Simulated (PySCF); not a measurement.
Runs of PySCF 2.14.0 on S2SiH2. The cell holds a molecule in a box, 5 atoms: a = 13.000 Å, b = 12.000 Å, c = 11.000 Å, α = 90.00°, β = 90.00°, γ = 90.00°. 

```csv
task,level,three-body dispersion term,conv_tol,grid for exchange and correlation,three-centre integrals,frozen core bands,gap on the mesh (eV)
atomic charges,OLYP+D4,yes,1e-07 Ha,"Becke, atom-centred",read from an earlier run's file,-,3.21
atomic charges,PBE,-,1e-07 Ha,"Becke, atom-centred",-,-,(b)
excitation energies (Tamm-Dancoff),PBE0,-,1e-08 Ha,"Becke, atom-centred",read from an earlier run's file,15,4.98
CCSD(T) correlation energy,HF,-,1e-08 Ha,-,read from an earlier run's file,15,10.50
atomic charges,revPBE+D4,yes,1e-07 Ha,"Becke, atom-centred",read from an earlier run's file,-,3.19
atomic charges,M06-L+D3,no,1e-07 Ha,"Becke, atom-centred",read from an earlier run's file,-,3.49
atomic charges,SCAN0,-,1e-07 Ha,"Becke, atom-centred",read from an earlier run's file,-,(a)
MP2 correlation energy,HF,-,1e-08 Ha,-,read from an earlier run's file,15,10.50
```

Alike in all rows: potentials or basis cc-pvdz (all-electron); no spin polarisation; cell as given; k mesh 1 × 1 × 1; smearing fixed.

Question: Fill in the values left out.

Answer: (a) 5.14; (b) 3.17.

Caveats: this is a molecule in a periodic box at the Γ point, so its band gap is the HOMO-LUMO gap; the basis of atomic orbitals isn't converged, which shifts pressures, moduli and gaps; the basis is small and the box finite, so much correlation energy is missing and levels can be off by tenths of an eV (some runs); the iterative solver can pass over a root and still report convergence (some runs).

